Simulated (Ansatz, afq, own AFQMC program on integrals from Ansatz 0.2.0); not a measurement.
**ZrNH3 (triplet): AFQMC on the coupled-cluster ladder, def2-TZVP**

How near does AFQMC come to the top of the ladder for ZrNH3 (triplet)?

Method: def2-TZVP, frozen cores; program: Ansatz 0.2.0, Gaussian basis, and an in-house AFQMC program (afq) on its integrals; all values are calculated.

Plan: PBE (unrestricted); CCSD(T) on UHF; CCSDT(Q) on UHF; r2SCAN (unrestricted); PBE0 (unrestricted); B3LYP (unrestricted); wB97M-V (unrestricted); B2PLYP (unrestricted); Phaseless AFQMC, CISD trial on UHF.

1 further run of the same task is left out (it didn't finish).

## (1) What is computed

The geometry is a PBE0/def2-TZVP stationary point (not a proven minimum) of the parent state, kept for this charge and spin. No spin-orbit coupling is included. Elements past krypton take def2 core potentials.

5 atoms, charge 0, spin multiplicity 3.

Atoms are counted from 1 here; the program's logs count them from 0.

Bond lengths: Zr1–N2 2.243 Å, N2–H3 1.025 Å, N2–H4 1.022 Å, N2–H5 1.022 Å. Angles: Zr1–N2–H3 102.6°, Zr1–N2–H4 113.7°, Zr1–N2–H5 113.7°, H3–N2–H4 109.1°, H3–N2–H5 109.1°, H4–N2–H5 108.3°.

Coordinates:

```
Zr    0.0000    0.0004    0.3626
N     0.0000    0.0055   -1.8804
H     0.0001   -0.9939   -2.1070
H     0.8285    0.4412   -2.2907
H    -0.8286    0.4410   -2.2907
```

## (2) PBE (unrestricted)

Contents of in.yaml:

```yaml
crystal:
  periodic: [false, false, false]
  atoms:
    - {symbol: Zr, position_ang: [0.000000, 0.000386, 0.362621]}
    - {symbol: N, position_ang: [-0.000001, 0.005526, -1.880403]}
    - {symbol: H, position_ang: [0.000095, -0.993912, -2.107000]}
    - {symbol: H, position_ang: [0.828533, 0.441180, -2.290710]}
    - {symbol: H, position_ang: [-0.828617, 0.441021, -2.290710]}
basis:
  gaussian: {orbitals: def2-TZVP}
magnetization: {spin_polarized: true, initial_magnetization: 2}
hamiltonian: {xc: {name: PBE}}
output: {orbitals: {seedname: orbitals}}
```

Command:

```sh
$ ansatz run in.yaml --threads 1 --pin off --events-out ev --progress --plain --max-ram 8192MiB --backend cpu
```

Log:

```text
Functional definition: PBE
  name "PBE"
  cite "Perdew, Burke & Ernzerhof, Phys. Rev. Lett. 77, 3865 (1996) doi:10.1103/PhysRevLett.77.3865"
  parent pbe
  parameter kappa = 0.804
  parameter beta = 0.06672455060314922
  exchange = pbe_x(kappa = kappa, mu = beta*pi^2/3)
  correlation = pbe_c(beta = beta)
608 factors; their error is unknown
mean field evaluation 1: about -2804.9622 eV, gradient 4.8e1 eV
mean field evaluation 2: about -2763.8819 eV, gradient 9.1e1 eV
mean field evaluation 4: about -2814.4313 eV, gradient 9.2e0 eV
mean field evaluation 8: about -2814.9414 eV, gradient 1.4e-1 eV
mean field evaluation 16: about -2814.9295 eV, gradient 3.2e-3 eV
mean field evaluation 32: about -2814.9295 eV, gradient 8.9e-5 eV
mean field evaluation 64: about -2814.6636 eV, gradient 1.6e0 eV
mean field evaluation 96: about -2814.9130 eV, gradient 2.1e-1 eV
mean field evaluation 128: about -2814.8272 eV, gradient 6.7e-1 eV
mean field evaluation 160: about -2814.9208 eV, gradient 1.1e-1 eV
mean field evaluation 192: about -2814.8900 eV, gradient 8.2e-2 eV
mean field -2814.92945772 eV, -103.4467495434 hartree, gradient 5.5e-6 eV, S^2 2.019452; 8 other end points of the search recorded, 0 dependent functions left out
reference -2814.92950076 eV, -103.4467511252 hartree; 12, 10 occupied and 77, 79 virtual orbitals, 608 factors
Total energy: -2814.92950076 eV, -103.4467511252 hartree
```

It took 30 s on 1 thread of AMD EPYC 7R13 (Zen 3), shared host; peak memory 1.8 GiB.

From the report: ⟨S²⟩ of the determinant 2.019 (pure triplet: 2.00).

## (3) CCSD(T) on UHF

Edit in.yaml of step 2 so:

```diff
@@ -11,3 +11,2 @@
 magnetization: {spin_polarized: true, initial_magnetization: 2}
-hamiltonian: {xc: {name: PBE}}
-output: {orbitals: {seedname: orbitals}}
+correlation: {method: ccsd_t, electrons: outside_noble_gas, hamiltonian_folder: ham}
```

Command:

```sh
$ ansatz run in.yaml --threads 1 --pin off --events-out ev --progress --plain --max-ram 24576MiB --backend cuda --devices 0, --max-vram 18GiB
```

Log, cut to the lines that bear on the results:

```text
Functional definition: HF
  name "HF"
  cite "Fock, Z. Phys. 61, 126 (1930) doi:10.1007/BF01340294"
  parent pbe
[...]
713 factors; integrals over basis functions are off by at most 1.3e-3 eV
[...]
mean field -2793.91796794 eV, -102.6745915360 hartree, gradient 6.0e-9 eV, S^2 2.381226; 40 other end points of the search recorded, 0 dependent functions left out
determinant -2793.91796794 eV, -102.6745915360 hartree, with singles and doubles -2802.12596449 eV, -102.9762298459 hartree
determinant -2793.91780448 eV, -102.6745855293 hartree, with singles and doubles -2802.12747985 eV, -102.9762855343 hartree
determinant -2793.91488398 eV, -102.6744782026 hartree, with singles and doubles -2802.12606445 eV, -102.9762335194 hartree
determinant -2793.83715101 eV, -102.6716215689 hartree, with singles and doubles -2802.03398900 eV, -102.9728498088 hartree
[...]
determinant -2793.83715101 eV, -102.6716215689 hartree, with singles and doubles -2802.01287183 eV, -102.9720737672 hartree
determinant -2793.81953598 eV, -102.6709742284 hartree, with singles and doubles -2802.00471020 eV, -102.9717738328 hartree
determinant -2793.79006713 eV, -102.6698912681 hartree, with singles and doubles -2801.98955392 eV, -102.9712168498 hartree
determinant -2793.74478617 eV, -102.6682272234 hartree, with singles and doubles -2801.97589804 eV, -102.9707150055 hartree
5 core orbitals not correlated: weight in the atoms' cores, before any rotation towards them, 0.976 or more for the frozen orbitals, at most 0.021 for the correlated occupied ones
reference -2793.91780448 eV, -102.6745855293 hartree; 7, 5 occupied and 77, 79 virtual orbitals, 713 factors
second order -7.29495233 eV of doubles, -0.00000000 eV of singles
cycle   1  -8.18838973 eV  change    4.0e-7 eV  update   8.0e-6
perturbative correction -0.31931848 eV, -0.0117347378 hartree
Total energy: -2802.42551269 eV, -102.9872380392 hartree
```

Wall time 64 s (1 × NVIDIA H100 80GB HBM3 with 1 thread of AMD EPYC 7R13 (Zen 3), shared host); peak host memory 1.8 GiB.

From the report: ⟨S²⟩ of the determinant 2.377 (pure triplet: 2.00); correlation -8.5077 eV; T1 0.074; largest double amplitude 0.11.

This run also writes the integrals to the folder ham.

## (4) CCSDT(Q) on UHF

Edit in.yaml of step 3 so:

```diff
@@ -11,2 +11,2 @@
 magnetization: {spin_polarized: true, initial_magnetization: 2}
-correlation: {method: ccsd_t, electrons: outside_noble_gas, hamiltonian_folder: ham}
+correlation: {method: ccsdt_q, electrons: outside_noble_gas}
```

Launched as before.

Log, cut to the lines that bear on the results:

```text
Functional definition: HF
  name "HF"
  cite "Fock, Z. Phys. 61, 126 (1930) doi:10.1007/BF01340294"
  parent pbe
[...]
1379 factors; integrals over basis functions are off by at most 2.1e-7 eV
[...]
mean field -2793.91798204 eV, -102.6745920542 hartree, gradient 7.6e-9 eV, S^2 2.381234; 40 other end points of the search recorded, 0 dependent functions left out
determinant -2793.91798204 eV, -102.6745920542 hartree, with singles and doubles -2802.12599907 eV, -102.9762311166 hartree
determinant -2793.91781846 eV, -102.6745860429 hartree, with singles and doubles -2802.12751392 eV, -102.9762867863 hartree
determinant -2793.91489824 eV, -102.6744787268 hartree, with singles and doubles -2802.12609833 eV, -102.9762347645 hartree
determinant -2793.83716339 eV, -102.6716220238 hartree, with singles and doubles -2802.03402170 eV, -102.9728510107 hartree
[...]
determinant -2793.81954936 eV, -102.6709747201 hartree, with singles and doubles -2802.00472330 eV, -102.9717743144 hartree
determinant -2793.79008207 eV, -102.6698918170 hartree, with singles and doubles -2801.98956738 eV, -102.9712173446 hartree
determinant -2793.74479814 eV, -102.6682276633 hartree, with singles and doubles -2801.97591098 eV, -102.9707154811 hartree
5 core orbitals not correlated: weight in the atoms' cores, before any rotation towards them, 0.976 or more for the frozen orbitals, at most 0.021 for the correlated occupied ones
reference -2793.91781846 eV, -102.6745860429 hartree; 7, 5 occupied and 77, 79 virtual orbitals, 1379 factors
second order -7.29497503 eV of doubles, -0.00000000 eV of singles
cycle   1  -7.66838681 eV  change   -3.7e-1 eV  update   1.1e-1
[...]
cycle  57  -8.55592380 eV  change   -1.1e-7 eV  update   1.2e-6
perturbative correction -0.01996042 eV, -0.0007335318 hartree
Total energy: -2802.49370267 eV, -102.9897439748 hartree
```

Wall time 85 s (1 × NVIDIA H100 80GB HBM3 with 1 thread of AMD EPYC 7R13 (Zen 3), shared host); peak host memory 1.8 GiB.

From the report: ⟨S²⟩ of the determinant 2.377 (pure triplet: 2.00); correlation -8.5759 eV; T1 0.081; largest double amplitude 0.12.

## (5) r2SCAN (unrestricted)

Edit in.yaml of step 4 so:

```diff
@@ -11,2 +11,2 @@
 magnetization: {spin_polarized: true, initial_magnetization: 2}
-correlation: {method: ccsdt_q, electrons: outside_noble_gas}
+hamiltonian: {xc: {name: r2SCAN}}
```

Command:

```sh
$ ansatz run in.yaml --threads 1 --pin off --events-out ev --progress --plain --max-ram 8192MiB --backend cpu
```

Log, cut to the lines that bear on the results:

```text
Functional definition: r2SCAN
  name "r2SCAN"
  cite "Furness, Kaplan, Ning, Perdew & Sun, J. Phys. Chem. Lett. 11, 8208 (2020) doi:10.1021/acs.jpclett.0c02405"
  cite "Furness, Kaplan, Ning, Perdew & Sun, J. Phys. Chem. Lett. 11, 9248 (2020) doi:10.1021/acs.jpclett.0c03077"
  parent r2scan
[...]
608 factors; their error is unknown
[...]
mean field -2816.21721723 eV, -103.4940738325 hartree, gradient 7.5e-6 eV, S^2 2.341099; 21 other end points of the search recorded, 0 dependent functions left out
reference -2816.21725081 eV, -103.4940750667 hartree; 12, 10 occupied and 77, 79 virtual orbitals, 608 factors
Total energy: -2816.21725081 eV, -103.4940750667 hartree
```

It took 2.4 min on 1 thread of AMD EPYC 7R13 (Zen 3), shared host; peak memory 1.8 GiB.

From the report: ⟨S²⟩ of the determinant 2.341 (pure triplet: 2.00).

## (6) PBE0 (unrestricted)

Edit in.yaml of step 5 so:

```diff
@@ -11,2 +11,3 @@
 magnetization: {spin_polarized: true, initial_magnetization: 2}
-hamiltonian: {xc: {name: r2SCAN}}
+hamiltonian: {xc: {name: PBE0}}
+output: {orbitals: {seedname: orbitals}}
```

The command is unchanged.

Log:

```text
Functional definition: PBE0
  name "PBE0"
  cite "Adamo & Barone, J. Chem. Phys. 110, 6158 (1999) doi:10.1063/1.478522"
  cite "Perdew, Burke & Ernzerhof, Phys. Rev. Lett. 77, 3865 (1996) doi:10.1103/PhysRevLett.77.3865"
  parent pbe
  parameter a = 0.25
  parameter kappa = 0.804
  parameter beta = 0.06672455060314922
  exchange = (1 - a)*pbe_x(kappa = kappa, mu = beta*pi^2/3) + a*exact_x
  correlation = pbe_c(beta = beta)
686 factors; their error is unknown
mean field evaluation 1: about -2808.7156 eV, gradient 3.8e1 eV
mean field evaluation 2: about -2803.0370 eV, gradient 5.1e1 eV
mean field evaluation 4: about -2814.2452 eV, gradient 1.8e0 eV
mean field evaluation 8: about -2814.2688 eV, gradient 4.3e-1 eV
mean field evaluation 16: about -2814.4928 eV, gradient 1.3e-3 eV
mean field evaluation 32: about -2814.3824 eV, gradient 1.5e0 eV
mean field -2814.49276074 eV, -103.4307012254 hartree, gradient 5.3e-6 eV, S^2 2.015297; 4 other end points of the search recorded, 0 dependent functions left out
reference -2814.49279302 eV, -103.4307024117 hartree; 12, 10 occupied and 77, 79 virtual orbitals, 686 factors
Total energy: -2814.49279302 eV, -103.4307024117 hartree
```

It took 11 s on 1 thread of AMD EPYC 7R13 (Zen 3), shared host; peak memory 1.8 GiB.

From the report: ⟨S²⟩ of the determinant 2.015 (pure triplet: 2.00).

## (7) B3LYP (unrestricted)

Edit in.yaml of step 6 so:

```diff
@@ -11,3 +11,2 @@
 magnetization: {spin_polarized: true, initial_magnetization: 2}
-hamiltonian: {xc: {name: PBE0}}
-output: {orbitals: {seedname: orbitals}}
+hamiltonian: {xc: {name: B3LYP}}
```

The command is unchanged.

Log, cut to the lines that bear on the results:

```text
Functional definition: B3LYP
  name "B3LYP"
  cite "Stephens, Devlin, Chabalowski & Frisch, J. Phys. Chem. 98, 11623 (1994) doi:10.1021/j100096a001"
  cite "Becke, Phys. Rev. A 38, 3098 (1988) doi:10.1103/PhysRevA.38.3098"
  cite "Lee, Yang & Parr, Phys. Rev. B 37, 785 (1988) doi:10.1103/PhysRevB.37.785"
  cite "Vosko, Wilk & Nusair, Can. J. Phys. 58, 1200 (1980) doi:10.1139/p80-159"
[...]
642 factors; their error is unknown
[...]
mean field -2817.30459629 eV, -103.5340342760 hartree, gradient 8.9e-6 eV, S^2 2.010927; 5 other end points of the search recorded, 0 dependent functions left out
reference -2817.30480981 eV, -103.5340421227 hartree; 12, 10 occupied and 77, 79 virtual orbitals, 642 factors
Total energy: -2817.30480981 eV, -103.5340421227 hartree
```

It took 11 s on 1 thread of AMD EPYC 7R13 (Zen 3), shared host; peak memory 1.8 GiB.

From the report: ⟨S²⟩ of the determinant 2.011 (pure triplet: 2.00).

## (8) wB97M-V (unrestricted)

Edit in.yaml of step 7 so:

```diff
@@ -11,2 +11,3 @@
 magnetization: {spin_polarized: true, initial_magnetization: 2}
-hamiltonian: {xc: {name: B3LYP}}
+hamiltonian: {xc: {name: wB97M-V}}
+output: {orbitals: {seedname: orbitals}}
```

Launched as before.

Log, cut to the lines that bear on the results:

```text
Functional definition: wB97M-V
  name "wB97M-V"
  cite "Mardirossian & Head-Gordon, J. Chem. Phys. 144, 214110 (2016) doi:10.1063/1.4952647"
  cite "Becke, J. Chem. Phys. 107, 8554 (1997) doi:10.1063/1.475007"
  cite "Vydrov & Van Voorhis, J. Chem. Phys. 133, 244103 (2010) doi:10.1063/1.3521275"
  # Of w^i u^j: cxij and so on, Table III.
[...]
  gx(w, u) = 1 - cx + cx01*u + cx10*w
  gss(w, u) = css00 + css04*u^4 + css10*w + css20*w^2 + css43*w^4*u^3
  gos(w, u) = cos00 + cos10*w + (cos20 + cos21*u)*w^2 + (cos60 + cos61*u)*w^6
[...]
      + integral(e_c_pw_mod_opposite_spin*gos(b97_w_opposite, b97_u_opposite)) + vv10(b, c)
639 factors; their error is unknown
189 factors; integrals over basis functions are off by at most 5.9e-5 eV
[...]
mean field -2813.53062604 eV, -103.3953434273 hartree, gradient 7.7e-6 eV, S^2 2.015946; 5 other end points of the search recorded, 0 dependent functions left out
reference -2813.53067464 eV, -103.3953452134 hartree; 12, 10 occupied and 77, 79 virtual orbitals, 639 factors
Total energy: -2813.53067464 eV, -103.3953452134 hartree
```

Wall time 40 s (1 thread of AMD EPYC 7R13 (Zen 3), shared host); peak memory 1.8 GiB.

From the report: ⟨S²⟩ of the determinant 2.016 (pure triplet: 2.00).

## (9) B2PLYP (unrestricted)

Edit in.yaml of step 8 so:

```diff
@@ -11,3 +11,3 @@
 magnetization: {spin_polarized: true, initial_magnetization: 2}
-hamiltonian: {xc: {name: wB97M-V}}
-output: {orbitals: {seedname: orbitals}}
+hamiltonian: {xc: {name: B2PLYP}}
+correlation: {electrons: outside_noble_gas}
```

The command is unchanged.

Log, cut to the lines that bear on the results:

```text
Functional definition: B2PLYP
  name "B2PLYP"
  cite "Grimme, J. Chem. Phys. 124, 034108 (2006) doi:10.1063/1.2148954"
  cite "Becke, Phys. Rev. A 38, 3098 (1988) doi:10.1103/PhysRevA.38.3098"
  cite "Lee, Yang & Parr, Phys. Rev. B 37, 785 (1988) doi:10.1103/PhysRevB.37.785"
[...]
713 factors; integrals over basis functions are off by at most 1.3e-3 eV
[...]
mean field -2808.46921611 eV, -103.2093400432 hartree, gradient 1.2e-6 eV, S^2 2.018460; 6 other end points of the search recorded, 0 dependent functions left out
5 core orbitals not correlated: weight in the atoms' cores, before any rotation towards them, 0.988 or more for the frozen orbitals, at most 0.010 for the correlated occupied ones
reference -2808.46934855 eV, -103.2093449104 hartree; 7, 5 occupied and 77, 79 virtual orbitals, 713 factors
second order -9.34664392 eV of doubles, -0.00000000 eV of singles
Total energy: -2810.99294241 eV, -103.3020852741 hartree
```

It took 20 s on 1 thread of AMD EPYC 7R13 (Zen 3), shared host; peak memory 1.8 GiB.

From the report: ⟨S²⟩ of the determinant 2.018 (pure triplet: 2.00).

## (10) Phaseless AFQMC, CISD trial on UHF

It reads the integrals that the CCSD(T) run on this determinant wrote.

Command:

```sh
$ afq ham --method phaseless --trial cisd --walkers 1700 --populations 20 --least-time 60 --time-step 0.005 --steps-per-block 50 --equilibration-blocks 40 --max-blocks 4000 --target-error 0.00021 --factor-cut 1e-05 --start spin_pure --seed 6377 --release-times 0.24,0.51,0.99,1.62,2.4 --release-step 0.03 --release-every 3 --taylor-order 6
```

Log:

```text
orbitals 84  electrons 7 5  factors 652 of 713
reference energy -102.67458553 Eh
CCSD correlation -0.30091750 Eh in 32 cycles, weight of the determinant in the CISD state 0.7341
energy of the start -102.934897 Eh
 block  time / (1/Eh)  mean weight  energy / Eh
     1     0.250  1.0003  -102.958180
     2     0.500  1.0003  -102.970064
     3     0.750  0.9996  -102.974899
     4     1.000  1.0000  -102.977420
     5     1.250  1.0008  -102.977809
     6     1.500  1.0001  -102.983510
     7     1.750  1.0000  -102.985106
     8     2.000  0.9998  -102.985683
     9     2.250  1.0000  -102.985742
    10     2.500  0.9994  -102.985925
    13     3.250  0.9998  -102.986856
    19     4.750  1.0001  -102.988085
    25     6.250  0.9995  -102.987633
    31     7.750  1.0007  -102.984791
    37     9.250  0.9999  -102.986682
    43    10.750  1.0001  -102.989561
    49    12.250  1.0000  -102.985332
    55    13.750  1.0004  -102.986574
    61    15.250  1.0003  -102.990443
    67    16.750  0.9999  -102.987415
    73    18.250  0.9995  -102.989429
    79    19.750  1.0006  -102.987874
    85    21.250  1.0000  -102.986582
    91    22.750  1.0002  -102.986633
    97    24.250  1.0001  -102.987292
   103    25.750  1.0004  -102.988344
   109    27.250  1.0002  -102.986199
   115    28.750  0.9995  -102.987186
   121    30.250  1.0002  -102.990883
   127    31.750  0.9997  -102.985861
   133    33.250  0.9995  -102.987847
   139    34.750  1.0003  -102.987931
   145    36.250  1.0004  -102.987505
   151    37.750  1.0007  -102.989737
   157    39.250  1.0000  -102.991000
   163    40.750  1.0005  -102.989288
   169    42.250  0.9999  -102.988766
   175    43.750  1.0007  -102.989271
   181    45.250  1.0001  -102.985030
   187    46.750  1.0011  -102.985649
   193    48.250  1.0003  -102.986640
   199    49.750  1.0005  -102.988024
   205    51.250  1.0002  -102.987195
   211    52.750  1.0005  -102.986882
   217    54.250  0.9998  -102.986392
   223    55.750  0.9997  -102.989676
   229    57.250  1.0000  -102.987708
   235    58.750  0.9995  -102.986906
   241    60.250  0.9993  -102.992178
   247    61.750  0.9998  -102.987159
error from the spread of 20 populations
released: time / (1/Eh)  energy / Eh  error  mean overlap
  0.24  -102.987995  0.000170  0.9957
  0.51  -102.988406  0.000217  0.9928
  0.99  -102.988209  0.000213  0.9890
  1.62  -102.988599  0.000282  0.9830
  2.40  -102.988757  0.000644  0.9761
energy -102.987637 +/- 0.000191 Eh
```

It took 3.9 min on 1 × NVIDIA H100 80GB HBM3 with 1 thread of AMD EPYC 7R13 (Zen 3), shared host; peak host memory 1.8 GiB.

Energy -2802.4364 ± 0.0052 eV. Caveats: constraint bias not in the error.

## (11) AFQMC on the ladder

On the UHF determinant, counted from CCSDT(Q) (a yardstick, not exact):

| level | energy (eV) | from CCSDT(Q) (meV) | statistical error (meV) | time |
| --- | --- | --- | --- | --- |
| HF | -2793.9178 | +8575.9 |  |  |
| MP2 | -2801.2128 | +1280.9 |  |  |
| CCSD | -2802.1062 | +387.5 |  |  |
| CCSD(T) | -2802.4255 | +68.2 |  |  |
| CCSDT(Q) | -2802.4937 | 0.0 |  |  |
| Phaseless AFQMC, CISD trial, step 0.005, 1700 walkers | -2802.4364 | +57.3 | 5.2 | 3.9 min |

The functionals' totals stand on their own zeros and serve differences with other points: PBE -2814.930 eV; r2SCAN -2816.217 eV; PBE0 -2814.493 eV; B3LYP -2817.305 eV; wB97M-V -2813.531 eV; B2PLYP -2810.993 eV.

## (12) Summary of results

```
                                        quantity            value
                    CCSD(T) on UHF from CCSDT(Q)        +68.2 meV
Phaseless AFQMC, CISD trial on UHF from CCSDT(Q)  +57.3 ± 5.2 meV
```

In words: On UHF the phaseless walk with the CISD trial lies +57.3 meV from CCSDT(Q), 11 times its error bar. Error bars are statistical and leave out the constraint, the time step and what remains of the start. Zr carries a core potential, and spin-orbit coupling is left out.
